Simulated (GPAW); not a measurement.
Set up this calculation in GPAW 26.7.0, as an ASE script.

- Task: Fermi surface
- Functional: PBE
- Potentials or basis: GPAW PAW data sets (gpaw-data 1.2.1)
- Cutoff: 510 eV
- Basis: pw
- k mesh: 5 × 5 × 4
- Occupations: fermi-dirac, width 0.01 eV
- Spin: no spin polarisation
- Maxiter: 150
- Fermi k mesh: 8 × 8 × 6

The structure of HfGe lies in POSCAR:

```
HfGe
1.0
    3.2196660000      0.0000000000      0.0000000000
    0.0000000000      3.2196660000      0.0000000000
    0.0000000000      0.0000000000      4.1084277000
Hf Ge
1 1
Direct
    0.5000000000      0.5000000000      0.0000000000
    0.0000000000      0.0000000000      0.0000000000
```

The cell was built by a generator and needn't be a form met in nature.

One way to write it, as run:

run.py

```python
import json
import numpy as np
from ase.dft.bandgap import bandgap
from ase.io import read, write
from ase.units import GPa
from gpaw import GPAW, PW

atoms = read('POSCAR')

calc = GPAW(mode=PW(510),
            xc='PBE',
            kpts={'size': (5, 5, 4), 'gamma': True},
            occupations={'name': 'fermi-dirac', 'width': 0.01},
            nbands=18,
            convergence={'density': 1e-05, 'energy': 1e-05},
            maxiter=150,
            txt='gpaw.txt')
atoms.calc = calc
energy = atoms.get_potential_energy()
forces = atoms.get_forces()
stress = atoms.get_stress()
calc.write('gs.gpw')
write('result.traj', atoms)
print(f'Energy: {energy:.6f} eV')
print('Forces (eV/A):')
print(forces.round(4))
print('Stress (GPa):', (stress / GPa).round(3))
print('Fermi level:', round(calc.get_fermi_level(), 4), 'eV')
print(f'Gap: {bandgap(calc)[0]:.4f} eV, direct: {bandgap(calc, direct=True)[0]:.4f} eV')

size = (8, 8, 6)
dense = calc.fixed_density(kpts={'size': size, 'gamma': True}, update_fermi_level=True,
                           convergence={'bands': 'CBM+2.0', 'eigenstates': 1e-7}, txt='dense.txt')
ef = dense.get_fermi_level()
index = np.round(dense.get_bz_k_points() * size).astype(int) % size
recip = 2 * np.pi * atoms.cell.reciprocal()
sheets = []
for s, e_kn in enumerate(dense.eigenvalues()):
    for n in range(e_kn.shape[1] - 2):
        if e_kn[:, n].min() < ef < e_kn[:, n].max():
            e = np.empty(size)
            e[tuple(index.T)] = e_kn[dense.get_bz_to_ibz_map(), n] - ef
            de = np.array([(np.roll(e, -1, c) - np.roll(e, 1, c)) * size[c] / 2 for c in range(3)])
            v = np.linalg.norm(np.einsum('vc,cxyz->vxyz', np.linalg.inv(recip), de), axis=0)
            w = np.exp(-(e / 0.1)**2) / (0.1 * np.pi**0.5)
            sheets.append({'spin': s, 'band': n, 'filled': (e < 0).mean(), 'dos': w.mean(), 'bottom': e.min(), 'top': e.max(),
                           'velocity': (w * v).sum() / w.sum() * 1.519267e5, 'slice': e[:, :, 0].round(3).tolist()})
            print(f'spin {s} band {n}: filled share {sheets[-1]["filled"]:.3f}, from {e.min():.3f} to {e.max():.3f} eV,',
                  f'{w.mean():.3f} states/eV, mean velocity {sheets[-1]["velocity"]:.3e} m/s')
print('Fermi level on the dense mesh:', round(ef, 4), 'eV,', len(sheets), 'sheets')
json.dump({'ef': ef, 'sheets': sheets}, open('fermi.json', 'w'))
```

Potentials or basis: GPAW PAW data sets (gpaw-data 1.2.1), pw.

Run with:

```console
$ OMP_NUM_THREADS=1 python run.py
```

Results of the run:

```
Pressure               : 63.1 GPa
Band gap on the k mesh : none (metal or under the smearing width)
```

Caveat: the k mesh is coarse (spacing up to 0.39 Å⁻¹), so the values aren't converged; the cutoff is short for stress and forces, so pressures can be off by a GPa or more; a pressure of tens of GPa on the cell as given is suspect, and the run, the potentials or the cell itself is likely at fault.

It took 61 s on 1 thread of Intel(R) Xeon(R) Processor @ 2.50GHz (Skylake/Cascade Lake), on a shared host, peak memory 0.19 GiB.
